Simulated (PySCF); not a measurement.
# BrTl (Tl(Br)): the cost of one run

Method: several levels, as the steps say, no spin–orbit coupling; program: PySCF 2.14.0.

3 further runs of the same task are left out: 2 for a known fault of the program, 1 that didn't finish.

## 1. Where the work starts

2 atoms, charge 0, spin multiplicity 1.

Bond lengths: Tl1–Br2 2.694 Å.

Coordinates:

```csv
atom,x (Å),y (Å),z (Å)
Tl1,0.0000,0.0000,-0.7067
Br2,0.0000,0.0000,1.9868
```

Formal oxidation states: Tl +1. An earlier session relaxed this geometry at B3LYP, Tl def2-SVP with ECP60, Br def2-SVP (singlet, point group C∞v).

At B3LYP on the finer grid: E = -2746.533560 Eh, HOMO -6.91 eV, LUMO -2.06 eV, Mulliken charge on Tl1 +0.40 e, largest force component 0.011 eV/Å. 

Levels to run: TPSSh; BP86; BLYP; PBE; B3LYP, TZVP; B3LYP, x2c-SVP. Hardware: 2 threads of Arm Neoverse V1, shared host.

## 2. TPSSh

Contents of run.py (the lines that set the calculation):

```python
mol = gto.M(atom='''
Tl     0.00000     0.00000    -0.70669
Br     0.00000     0.00000     1.98682''',
    basis={'Tl': 'def2-SVP', 'Br': 'def2-SVP'},
    ecp={'Tl': 'def2-SVP'},
    charge=0, spin=0)
mf = dft.RKS(mol, xc='TPSSH')
mf.grids.atom_grid = (75, 302)
mf = mf.density_fit()  # fitting sets: Tl def2-universal-JKFIT, Br def2-universal-JKFIT
mf.conv_tol = 1e-08; mf.max_cycle = 55
mf.kernel(dm0)  # dm0: the density of the relaxed state
```

Started as:

```
$ OMP_NUM_THREADS=2 python run.py
```

**Question.** How long does this run take on 2 threads of Arm Neoverse V1, shared host?

About 1.2 s.
